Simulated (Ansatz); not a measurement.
Runs of Ansatz 0.2.0 on Ba2Tl5V3O12. Symmetry: C2, No. 5, monoclinic system. Conventional cell: a = 12.980 Å, b = 13.354 Å, c = 6.079 Å, α = 90.00°, β = 109.30°, γ = 90.00°. Ba (site symmetry 2) has 6 O at 2.58 to 2.76 Å as nearest neighbours. Ba (site symmetry 2) is surrounded by 8 O at 2.76 to 3.03 Å. Around V (site symmetry 1) lie 4 O at 1.72 to 1.75 Å. V (site symmetry 2) has 4 O at 1.71 to 1.76 Å as nearest neighbours. Tl (site symmetry 1) is surrounded by 3 O at 2.57 to 2.74 Å. Tl (site symmetry 2) has 4 O at 2.66 to 2.69 Å as nearest neighbours. Tl (site symmetry 1) has 3 O at 2.55 to 2.75 Å as nearest neighbours. Around O (site symmetry 1) lie 1 V at 1.75 Å. The cell was built by a generator and needn't be a form met in nature.

```csv
task,level,U,cell,k mesh,hubbard projectors,double counting,points for each segment of the path,gap on the mesh (eV),pressure (GPa),moment (μB),largest force (eV/Å)
atomic charges,PBE,-,as given,3 × 3 × 5,-,-,-,2.90,0.0,0.00,-
projected density of states,PBE+U,V d U = 4 eV,as given,3 × 3 × 5,ortho-atomic (the default),fll (the default),-,2.92,0.3,0.00,0.15
projected density of states,PBE+U,V d U = 8 eV,as given,3 × 3 × 5,ortho-atomic (the default),fll (the default),-,2.95,0.7,0.00,0.37
relaxation of cell and atoms,PBE+D3(BJ),-,relaxed,2 × 2 × 4,-,-,-,2.74,0.0,0.00,0.01
projected density of states,PBE,-,as given,3 × 3 × 5,-,-,-,2.90,0.0,0.00,-
projected density of states,PBE+U,V d U = 2 eV,as given,3 × 3 × 5,ortho-atomic (the default),fll (the default),-,2.91,0.1,0.00,0.07
electric field gradients,PBE,-,as given,3 × 3 × 5,-,-,-,2.90,0.0,0.00,-
projected density of states,PBE+U,V d U = 6 eV,as given,3 × 3 × 5,ortho-atomic (the default),fll (the default),-,(a),(b),0.00,0.25
electron localisation function,PBE,-,as given,3 × 3 × 5,-,-,-,2.90,0.0,0.00,-
band structure,PBE,-,as given,3 × 3 × 5,-,-,10,2.90,0.0,0.00,-
```

Alike in all rows: potentials or basis Ansatz PAW; spin collinear, ferromagnetic start; cutoff (eV) 420; smearing fermi-dirac 0.05 eV.

Question: Estimate the missing entries.

Answer: (a) 2.94; (b) 0.5.

Caveats: spin-orbit coupling is left out, which as a rule narrows the gap of such compounds by several tenths of an eV; the starting moments weren't kept; odd divisions of the mesh miss points on the zone boundary, where band edges often lie, so the gap on the mesh can be too wide (some runs); the magnetic or orbital state may not be the lowest (some runs); the plane-wave basis is chosen anew once the cell has moved, so the energies of steps on either side of that aren't comparable (some runs).

A k mesh can miss the band edges, and the runs leave out spin-orbit coupling on Ba, Tl.
